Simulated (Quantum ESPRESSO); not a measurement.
AlSn: zone-centre phonons under several settings

```
CELL_PARAMETERS angstrom
4.19811 0.00000 0.00000
-2.09905 3.63567 0.00000
0.00000 0.00000 3.30685
ATOMIC_POSITIONS crystal
Sn 0.33333 0.66667 0.50000
Al 0.00000 0.00000 0.00000
```

The cell comes from a database or a generator and needn't be the stable form of this composition.

All runs used Quantum ESPRESSO 7.5; potentials GBRV 1.5 PBE; k mesh 5 × 5 × 6; no spin polarisation; cutoff 925 eV; occupations cold, width 0.2 eV.

```tsv
level	geometry	volume (Å³/atom)	pressure (GPa)	lowest optical mode without the field (cm⁻¹)	highest optical mode without the field (cm⁻¹)
PBE	relaxed at 5 GPa	?	5.1	?	?
PBE	relaxed at 20 GPa	19.82	20.1	250	300
PBE	relaxed at 40 GPa	17.52	39.9	317	350
```

**Question.** What stands in the row left open?

**Answer.** Volume 23.59 Å³/atom; lowest optical mode without the field 106 cm⁻¹; highest optical mode without the field 248 cm⁻¹.

Caveats: the mesh is thin for the phonons of a metal; the cell is more than 3 GPa from zero pressure, which shifts response properties; the volume moved by over 15 % at a fixed basis, so the end points are rough (some runs).

For the row left open. Caveat: the k mesh is coarse; the mesh is thin for the phonons of a metal; the cell is more than 3 GPa from zero pressure, which shifts response properties.
